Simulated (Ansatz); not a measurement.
# Sr: the cost of one run

Method: DFT LDA, scalar-relativistic, plane waves, PAW, in Ansatz 0.2.0.

1 further run of the same task is left out (it didn't finish).

## (1) Starting point

The structure is hexagonal, space group P6_3/mmc (No. 194). The conventional cell has a = 4.310 Å, b = 4.310 Å, c = 7.050 Å, α = 90.00°, β = 90.00°, γ = 120.00°. Sr (site symmetry -6m2) has 12 Sr at 4.31 Å as nearest neighbours.

Coordinates:

```
CELL_PARAMETERS angstrom
4.31000 0.00000 0.00000
-2.15500 3.73257 0.00000
0.00000 0.00000 7.05000
ATOMIC_POSITIONS crystal
Sr 0.33333 0.66667 0.25000
Sr 0.66667 0.33333 0.75000
```

The structure comes from the Crystallography Open Database.

## (2) Probe: one point at the start

The input, input.yaml:

```yaml
crystal:
  lattice:
    - [4.3100002207, 0.0, 0.0]
    - [-2.1550001104, 3.7325696814, 0.0]
    - [0.0, 0.0, 7.05]
  atoms:
    - { symbol: Sr, position: [0.3333333333, 0.6666666667, 0.25] }
    - { symbol: Sr, position: [0.6666666667, 0.3333333333, 0.75] }
basis:
  ecutwfc: 420
kpoints:
  mp_grid: { grid: [6, 6, 4] }
hamiltonian:
  xc: lda
scf:
  occupations: { method: gaussian, width: 0.1 }
output:
  forces: true
  stress: true
  eigenvalues: true
```

The run is started by

```
$ ansatz run input.yaml --threads 1 --pin off --max-ram 1228MiB --backend cpu --events-out ev --progress --plain --runs-dir out
```

What time and memory should one allow on 1 thread of an Arm CPU, shared host?

About 3.1 s, with a peak of 0.36 GiB.
